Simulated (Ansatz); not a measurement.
# C₂H₇NOSi: a ladder of functionals and wavefunction methods

One table from this session's results is given with a row withheld; the runs are named, their logs left out.

Program: Ansatz 0.2.0, Gaussian basis. Level of theory: functionals in def2-TZVPP, the program's frozen cores in correlated methods. These are calculated values, not measurements.

Plan: LDA (SPW92), PBE-D4, revPBE-D4, BLYP-D4, r2SCAN-D4, B97M-V, PBE0-D4, B3LYP-D4, r2SCANh-D4, r2SCAN0-D4, HSE06-D4, BHLYP-D4, CAM-B3LYP-D4, LC-ωPBE, ωB97X-V, ωB97M-V, B2PLYP, PBE-QIDH; CCSD(T)/def2-SVP; CCSD(T)/def2-TZVPP; MP2/def2-QZVPP; extrapolation to the limit; RPA on PBE.

**The relaxed structure**

The geometry comes from an earlier relaxation with PBE0-D4 in a triple-zeta def2 set; it is a stationary point, not always the lowest conformer.

SMILES `C[Si@H]1O[C@@H]1N`, 12 atoms, charge 0, spin multiplicity 1.

Atoms are counted from 1 here; the program's logs count them from 0.

Bond lengths: C1–Si2 1.852 Å, C1–H6 1.093 Å, C1–H7 1.094 Å, C1–H8 1.091 Å, Si2–O3 1.654 Å, Si2–C4 1.812 Å, Si2–H9 1.486 Å, O3–C4 1.522 Å, C4–N5 1.400 Å, C4–H10 1.089 Å, N5–H11 1.013 Å, N5–H12 1.010 Å. Angles: Si2–C1–H6 110.6°, Si2–C1–H7 110.3°, Si2–C1–H8 110.8°, H6–C1–H7 107.7°, H6–C1–H8 108.9°, H7–C1–H8 108.4°, C1–Si2–O3 119.4°, C1–Si2–C4 125.5°, C1–Si2–H9 112.2°, O3–Si2–C4 51.9°, O3–Si2–H9 115.9°, C4–Si2–H9 118.6°, Si2–O3–C4 69.4°, Si2–C4–O3 58.7°, Si2–C4–N5 126.6°, Si2–C4–H10 119.7°, O3–C4–N5 117.4°, O3–C4–H10 108.2° and more.

Set-up of the first run:

File in.yaml:

```yaml
crystal:
  periodic: [false, false, false]
  atoms:
    - {symbol: C, position_ang: [-1.366843, 0.935584, 1.385507]}
    - {symbol: Si, position_ang: [0.173350, 0.417342, 0.497553]}
    - {symbol: O, position_ang: [0.615391, -1.176171, 0.503767]}
    - {symbol: C, position_ang: [0.245162, -0.729647, -0.903552]}
    - {symbol: N, position_ang: [1.244140, -0.790000, -1.882443]}
    - {symbol: H, position_ang: [-1.675131, 1.935773, 1.069915]}
    - {symbol: H, position_ang: [-1.189994, 0.966121, 2.464318]}
    - {symbol: H, position_ang: [-2.181673, 0.236935, 1.189196]}
    - {symbol: H, position_ang: [1.276944, 1.397490, 0.670538]}
    - {symbol: H, position_ang: [-0.651904, -1.266876, -1.206606]}
    - {symbol: H, position_ang: [1.525091, -1.739602, -2.094669]}
    - {symbol: H, position_ang: [2.062565, -0.242148, -1.659624]}
basis:
  gaussian: {orbitals: def2-TZVPP}
hamiltonian: {xc: lda}
output: {orbitals: {seedname: orbitals}}
```

Among the steps run: LDA; PBE-D4 (GGA); revPBE-D4 (GGA); BLYP-D4 (GGA); r2SCAN-D4 (meta-GGA); B97M-V (meta-GGA); PBE0-D4 (hybrid); B3LYP-D4 (hybrid); r2SCANh-D4 (hybrid); r2SCAN0-D4 (hybrid); HSE06-D4 (hybrid); BHLYP-D4 (hybrid); CAM-B3LYP-D4 (range-separated); LC-ωPBE (range-separated); ωB97X-V (range-separated); ωB97M-V (range-separated); B2PLYP (double hybrid); PBE-QIDH (double hybrid).

One of the session's tables, all rows but one given; the rest of the session is left out.

It belongs to the step «Orbital energies across the functionals». 

| functional | HOMO (eV) | gap (eV) |
| --- | --- | --- |
| LDA (SPW92) | -5.67 | 4.80 |
| PBE-D4 | -5.51 | 4.85 |
| revPBE-D4 | -5.45 | 4.88 |
| BLYP-D4 | -5.39 | 4.84 |
| r2SCAN-D4 | -5.75 | 5.41 |
| B97M-V | -5.84 | 5.40 |
| PBE0-D4 | -6.82 | 7.01 |
| B3LYP-D4 | -6.61 | 6.56 |
| r2SCANh-D4 | ? | ? |
| r2SCAN0-D4 | -6.99 | 7.37 |
| HSE06-D4 | -6.42 | 6.23 |
| BHLYP-D4 | -8.05 | 9.08 |
| CAM-B3LYP-D4 | -8.21 | 9.37 |
| LC-ωPBE | -9.53 | 11.89 |
| ωB97X-V | -9.19 | 11.39 |
| ωB97M-V | -9.09 | 10.99 |

Q: Estimate the row for r2SCANh-D4 from the others.

Worked estimate for «HOMO (eV)». Against the share of exact exchange, r2SCAN-D4 (0, -5.75), r2SCAN0-D4 (0.25, -6.99) give a slope of -4.96 per unit share; at 0.1 the line stands at -6.25.

**Answer.** HOMO (eV): -6.24; gap (eV): 6.20. In «HOMO (eV)» the line misses by -0.01.
